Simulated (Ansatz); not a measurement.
# Cl4H4N2Si2: how energies converge with the basis set

One table from this session's results is given with a row withheld; the runs are named, their logs left out.

Computed with Ansatz 0.2.0, Gaussian basis. Level: one geometry, several basis sets.

Plan: PBE0-D4/def2-SVP; ωB97M-V/def2-SVP; PBE0-D4/def2-QZVPP; ωB97M-V/def2-QZVPP; the functionals' def2-TZVPP values are taken from earlier runs.

**The relaxed structure**

An earlier PBE0-D4 in a triple-zeta def2 set relaxation fixed the geometry.

SMILES `N[Si](Cl)(Cl)[Si](N)(Cl)Cl`, 12 atoms, charge 0, spin multiplicity 1.

Atoms are counted from 1 here; the program's logs count them from 0.

Bond lengths: N1–Si2 1.693 Å, N1–H9 1.006 Å, N1–H10 1.006 Å, Si2–Cl3 2.043 Å, Si2–Cl4 2.060 Å, Si2–Si5 2.331 Å, Si5–N6 1.699 Å, Si5–Cl7 2.059 Å, Si5–Cl8 2.051 Å, N6–H11 1.008 Å, N6–H12 1.009 Å. Angles: Si2–N1–H9 121.7°, Si2–N1–H10 120.9°, H9–N1–H10 113.1°, N1–Si2–Cl3 106.8°, N1–Si2–Cl4 108.4°, N1–Si2–Si5 117.0°, Cl3–Si2–Cl4 111.2°, Cl3–Si2–Si5 109.6°, Cl4–Si2–Si5 103.9°, Si2–Si5–N6 108.4°, Si2–Si5–Cl7 109.3°, Si2–Si5–Cl8 110.6°, N6–Si5–Cl7 114.8°, N6–Si5–Cl8 106.4°, Cl7–Si5–Cl8 107.2°, Si5–N6–H11 120.4°, Si5–N6–H12 119.1°, H11–N6–H12 111.9°.

Set-up of the first run:

Contents of in.yaml:

```yaml
crystal:
  periodic: [false, false, false]
  atoms:
    - {symbol: N, position_ang: [-0.421439, -1.845304, 1.233384]}
    - {symbol: Si, position_ang: [-0.627197, -0.172038, 1.083505]}
    - {symbol: Cl, position_ang: [-2.573671, 0.228761, 1.555784]}
    - {symbol: Cl, position_ang: [0.663805, 0.760129, 2.390338]}
    - {symbol: Si, position_ang: [-0.113411, 0.777611, -0.981886]}
    - {symbol: N, position_ang: [1.569561, 0.708978, -1.201324]}
    - {symbol: Cl, position_ang: [-0.920719, 2.669138, -1.081067]}
    - {symbol: Cl, position_ang: [-0.942979, -0.315491, -2.506511]}
    - {symbol: H, position_ang: [0.484725, -2.275692, 1.152811]}
    - {symbol: H, position_ang: [-1.178458, -2.478481, 1.036773]}
    - {symbol: H, position_ang: [1.965401, 0.741491, -2.127988]}
    - {symbol: H, position_ang: [2.171381, 1.145698, -0.519820]}
basis:
  gaussian: {orbitals: def2-SVP}
hamiltonian: {xc: pbe0, dispersion: d4}
output: {orbitals: {seedname: orbitals}}
```

Steps of the session up to this table: PBE0-D4 in def2-SVP; ωB97M-V in def2-SVP; PBE0-D4 in def2-QZVPP; ωB97M-V in def2-QZVPP.

One table of the session follows, with a row left open; its other results are not shown here.

It belongs to the step «Density functionals: the series». 

| functional | basis | HOMO (eV) | LUMO (eV) |
| --- | --- | --- | --- |
| PBE0-D4 | def2-SVP | -7.47 | -0.09 |
| PBE0-D4 | def2-TZVPP | -7.68 | -0.43 |
| PBE0-D4 | def2-QZVPP | ? | ? |
| ωB97M-V | def2-SVP | -9.51 | 1.88 |
| ωB97M-V | def2-TZVPP | -9.77 | 1.45 |
| ωB97M-V | def2-QZVPP | -9.83 | 1.21 |

Estimate the missing values for PBE0-D4, def2-QZVPP.

The run gave: HOMO (eV): -7.74; LUMO (eV): -0.54. In the column «HOMO (eV)» it lies between ωB97M-V, def2-SVP (-9.51) and PBE0-D4, def2-TZVPP (-7.68).
